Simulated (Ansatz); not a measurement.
**AlBrH3NSi: a ladder of functionals and wavefunction methods**

How much do the methods differ for AlBrH3NSi? The plan is to run it at one geometry with functionals of several rungs and with coupled cluster, and see how far each lands from CCSD(T) at the basis-set limit for the atomisation energy.

Computed with Ansatz 0.2.0, Gaussian basis. Level: functionals in def2-TZVPP, the program's frozen cores in correlated methods.

The runs, in order: LDA (SPW92), PBE-D4, revPBE-D4, BLYP-D4, r2SCAN-D4, B97M-V, PBE0-D4, B3LYP-D4, r2SCANh-D4, r2SCAN0-D4, HSE06-D4, BHLYP-D4, CAM-B3LYP-D4, LC-ωPBE, ωB97X-V, ωB97M-V, B2PLYP, PBE-QIDH; CCSD(T)/def2-SVP; CCSD(T)/def2-TZVPP; MP2/def2-QZVPP; extrapolation to the limit; RPA on PBE.

**1. Structure used throughout**

The geometry comes from an earlier relaxation with PBE0-D4 in a triple-zeta def2 set; it is a stationary point, not always the lowest conformer.

SMILES `[Br][Al]1[NH][SiH2]1`, 7 atoms, charge 0, spin multiplicity 1.

Atoms are counted from 1 here; the program's logs count them from 0.

Bond lengths: Br1–Al2 2.242 Å, Al2–N3 1.766 Å, Al2–Si4 2.291 Å, N3–Si4 1.767 Å, N3–H5 1.009 Å, Si4–H6 1.492 Å, Si4–H7 1.492 Å. Angles: Br1–Al2–N3 135.5°, Br1–Al2–Si4 174.9°, N3–Al2–Si4 49.6°, Al2–N3–Si4 80.8°, Al2–N3–H5 149.8°, Si4–N3–H5 129.4°, Al2–Si4–N3 49.6°, Al2–Si4–H6 126.3°, Al2–Si4–H7 126.3°, N3–Si4–H6 116.6°, N3–Si4–H7 116.6°, H6–Si4–H7 106.5°.

**2. LDA**

This LDA is Slater exchange with PW92 correlation.

The input, in.yaml:

```yaml
crystal:
  periodic: [false, false, false]
  atoms:
    - {symbol: Br, position_ang: [-1.276138, -3.053903, 1.324811]}
    - {symbol: Al, position_ang: [-0.541247, -1.040697, 0.668026]}
    - {symbol: N, position_ang: [0.308934, -0.408583, -0.745521]}
    - {symbol: Si, position_ang: [0.134600, 1.091014, 0.172428]}
    - {symbol: H, position_ang: [0.739980, -0.562095, -1.644957]}
    - {symbol: H, position_ang: [-0.700162, 2.160429, -0.447454]}
    - {symbol: H, position_ang: [1.395233, 1.745936, 0.626967]}
basis:
  gaussian: {orbitals: def2-TZVPP}
hamiltonian: {xc: lda}
output: {orbitals: {seedname: orbitals}}
```

Launch:

```sh
$ ansatz run in.yaml --threads 2 --pin off --events-out ev --progress --plain --max-ram 4352MiB
```

The runs that follow: PBE-D4 (GGA); revPBE-D4 (GGA); BLYP-D4 (GGA); r2SCAN-D4 (meta-GGA); B97M-V (meta-GGA); PBE0-D4 (hybrid); B3LYP-D4 (hybrid); r2SCANh-D4 (hybrid); r2SCAN0-D4 (hybrid); HSE06-D4 (hybrid); BHLYP-D4 (hybrid); CAM-B3LYP-D4 (range-separated); LC-ωPBE (range-separated); ωB97X-V (range-separated); ωB97M-V (range-separated); B2PLYP (double hybrid); PBE-QIDH (double hybrid); CCSD(T) in def2-SVP; CCSD(T) in def2-TZVPP; MP2 in def2-QZVPP; RPA on PBE orbitals.

Q: Predict the results of all the runs planned. Wanted: atomisation energy, CCSD(T)/CBS; farthest beyond LDA; mean size of error, GGA; mean size of error, meta-GGA; mean size of error, hybrid; mean size of error, range-separated; mean size of error, double hybrid; gap, smallest and largest; T1 diagnostic.

The runs gave:

| quantity | value |
| --- | --- |
| atomisation energy, CCSD(T)/CBS | 2129.8 kJ/mol |
| functionals within 21.3 kJ/mol (1.0 %) | PBE-D4, r2SCAN-D4, B97M-V, r2SCANh-D4, HSE06-D4, CAM-B3LYP-D4, ωB97X-V, ωB97M-V |
| farthest beyond LDA | BHLYP-D4 (-80.4 kJ/mol) |
| mean size of error, GGA | 29.4 kJ/mol |
| mean size of error, meta-GGA | 5.4 kJ/mol |
| mean size of error, hybrid | 33.9 kJ/mol |
| mean size of error, range-separated | 17.0 kJ/mol |
| mean size of error, double hybrid | 38.1 kJ/mol |
| gap, smallest and largest | 3.33 eV (LDA (SPW92)), 9.77 eV (LC-ωPBE) |
| T1 diagnostic | 0.0110 |
| triples share of the correlation energy | 3.9 % |

**Reading.** LDA overbinds by 283.9 kJ/mol (13 %). PBE-D4 misses by +12.8 kJ/mol. Double hybrids carry the basis error of their MP2 part in triple zeta, and no dispersion term here, so their miss is partly the set-up's. The rungs meta-GGA, range-separated miss on average by less than the doubt on the reference (21.3 kJ/mol), so they tie. The reference freezes the cores and leaves out relativity and excitations past (T), and its outer-core shells are covered unevenly, so misses under about 21.3 kJ/mol can't be ranked. All levels share the lack of spin-orbit coupling, which lowers the free heavy atoms and so the true binding. Hartree-Fock recovers 69 % of the binding; the rest is correlation. CCSD(T) in def2-SVP is off by -197.2 kJ/mol, which most functionals beat. The gap grows from 3.3 to 9.8 eV across the functionals, mostly with the share of exact exchange. Correlated methods include outer-core shells of Br, which these sets cover unevenly.
